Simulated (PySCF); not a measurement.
# GeTe: a composite coupled-cluster curve

The task here is to estimate one member of a computed series from the others.

Method: CCSD(T) on RHF, scalar-relativistic core potentials; program: PySCF 2.14.0.

Set-up of the first run:

```yaml
molecule: GeTe
state: singlet, unpaired electrons none
smaller_basis: Ge cc-pwCVDZ-PP with ECP10, Te aug-cc-pVDZ-PP with ECP28
larger_basis: Ge cc-pwCVTZ-PP with ECP10, Te aug-cc-pVTZ-PP with ECP28
frozen_core_orbitals: 13
extrapolation: correlation as n⁻³ (n = 2, 3), Hartree–Fock as (n+1)·exp(−9√n)
corrections: none
distances_Å: 2.0694, 2.1635, 2.2576, 2.3516, 2.4457, 2.5633, 2.6809
masses_u: 73.9212, 129.9062
dissociation_limit: Ge + Te
```

Command:

```sh
> OMP_NUM_THREADS=4 python comp.py task.json out
```

Steps of the session up to this table: Coupled cluster at each distance.

One of the session's tables, all rows but one given; the rest of the session is left out.

It belongs to the step «Coupled cluster at each distance». Parts of the energy along the bond, in eV from Ge + Te:

| R (Å) | HF/CBS | CCSD corr. | (T) |
| --- | --- | --- | --- |
| 2.0694 | -1.123 | -1.849 | -0.2719 |
| 2.1635 | ? | ? | ? |
| 2.2576 | -2.030 | -1.890 | -0.3210 |
| 2.3516 | -2.071 | -1.915 | -0.3511 |
| 2.4457 | -1.939 | -1.945 | -0.3853 |
| 2.5633 | -1.614 | -1.987 | -0.4343 |
| 2.6809 | -1.176 | -2.032 | -0.4906 |

Estimate the missing values for R (Å) = 2.1635.

Worked estimate for «HF/CBS». A straight line through the neighbours (2.0694, -1.123) and (2.2576, -2.030) gives -1.123 + (-2.030 + 1.123) × (2.1635 − 2.0694) / (2.2576 − 2.0694) = -1.576; a parabola fitted to 3 rows on both sides gives -1.714.

As computed: HF/CBS: -1.747; CCSD corr.: -1.868; (T): -0.2948. In «HF/CBS» the line misses by +0.171 and the parabola by +0.033.

Limits of these values: An extrapolation from double and triple zeta is rough, so this isn't yet the limit.
